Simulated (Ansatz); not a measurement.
# InF: the cost of one run

Computed with Ansatz 0.2.0 (DFT PBE, scalar-relativistic, plane waves, PAW, unless a step's input says otherwise).

**1. The system as given**

Symmetry: Pm-3m, No. 221, cubic system. The conventional cell has a = 3.316 Å, b = 3.316 Å, c = 3.316 Å, α = 90.00°, β = 90.00°, γ = 90.00°. In (site symmetry m-3m) has 8 F at 2.87 Å as nearest neighbours. F (site symmetry m-3m) has 8 In at 2.87 Å as nearest neighbours.

As a file:

```cif
data_structure
_symmetry_space_group_name_H-M 'P 1'
_symmetry_Int_Tables_number 1
_cell_length_a 3.3158
_cell_length_b 3.3158
_cell_length_c 3.3158
_cell_angle_alpha 90.000
_cell_angle_beta 90.000
_cell_angle_gamma 90.000
_cell_volume 36.46
loop_
_atom_site_label
_atom_site_type_symbol
_atom_site_fract_x
_atom_site_fract_y
_atom_site_fract_z
_atom_site_occupancy
In1 In 0.00000 0.00000 0.00000 1
F1 F 0.50000 0.50000 0.50000 1
```

This is a trial structure built by rule; it need not be a known or stable form of this composition.

This is a trial structure, the caesium chloride prototype, and another one may lie lower.

**2. The reference run: phonons at Γ**

input.yaml

```yaml
crystal:
  lattice:
    - [3.3158, 0.0, 0.0]
    - [0.0, 3.3158, 0.0]
    - [0.0, 0.0, 3.3158]
  atoms:
    - { symbol: In, position: [0.0, 0.0, 0.0] }
    - { symbol: F, position: [0.5, 0.5, 0.5] }
basis:
  ecutwfc: 420
kpoints:
  mp_grid: { grid: [12, 12, 12] }
hamiltonian:
  xc: pbe
scf:
  occupations: { method: fermi_dirac, width: 0.15 }
output:
  eigenvalues: true
phonons:
  method: dfpt
```

The run is started by

```bash
> ansatz run input.yaml --threads 1 --pin off --max-ram 1228MiB --backend cpu --events-out ev --progress --plain --runs-dir out
```

Q: Estimate wall time and peak memory on 1 thread of an Arm CPU, shared host.

About 44 s, with a peak of 0.57 GiB.
